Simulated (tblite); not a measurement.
# C5H14O2Si2: the cost of one run

The runs use tblite 0.8.0 and PySCF 2.14.0, with density-fitted response routines of our own; the level of theory stands in each step. All values are computed, except where a source is named. Atoms count from 0, in the outputs and in this text.

### 1 The molecule as given

23 atoms, charge 0, multiplicity 1; geometry from: force field or distance geometry start.

Bonds of the start (Å): C0–O1 1.40, O1–C2 1.42, C2–C3 1.50, C3–C4 1.54, C4–Si5 1.86, Si5–O6 1.73, O6–Si7 1.73, C4–C8 1.49, C8–C2 1.51, C0–H9 1.10, C0–H10 1.12, C0–H11 1.13, C2–H12 1.10, C3–H13 1.09, C3–H14 1.10, C4–H15 1.10, Si5–H16 1.46, Si5–H17 1.48, Si7–H18 1.47, Si7–H19 1.46, Si7–H20 1.47, C8–H21 1.11, C8–H22 1.12.

### 2 Geometry optimisation with GFN2-xTB

What the job is given:

```
{"job": {"kind": "relax", "xc": "GFN2-xTB", "basis": "xTB"}, "charge": 0, "multiplicity": 1}
C     -3.923300     0.388700    -0.044200
O     -2.567400     0.719600    -0.098100
C     -1.758000    -0.449300    -0.086600
C     -0.740200    -0.381900    -1.181700
C      0.324900    -0.662000    -0.111800
Si     1.706700     0.576500    -0.284800
O      2.624900     0.697800     1.177200
Si     4.265200     0.406300     0.706300
C     -0.667700    -0.381700     0.956900
H     -4.538700     1.303800    -0.038100
H     -4.125500    -0.232000    -0.955400
H     -4.155000    -0.245100     0.863400
H     -2.331600    -1.388100    -0.046500
H     -0.586700     0.575400    -1.670900
H     -0.732500    -1.233500    -1.882600
H      0.649500    -1.714800    -0.060200
H      1.280600     1.915200    -0.665000
H      2.586500     0.061600    -1.356000
H      5.223000     0.987600     1.658100
H      4.416500    -1.046800     0.625900
H      4.413300     1.041200    -0.610000
H     -0.574900     0.605000     1.453100
H     -0.794200    -1.243700     1.660900
```

On the command line:

```
$ OMP_NUM_THREADS=1 python probes_run.py task.json out
```

One launch serves the whole session: the jobs run in the order shown.

**Question.** How long does this first job take on 1 thread of Arm Neoverse N1, shared host, and how much memory does it need?

About 2.2 s, with a peak of 0.18 GiB.
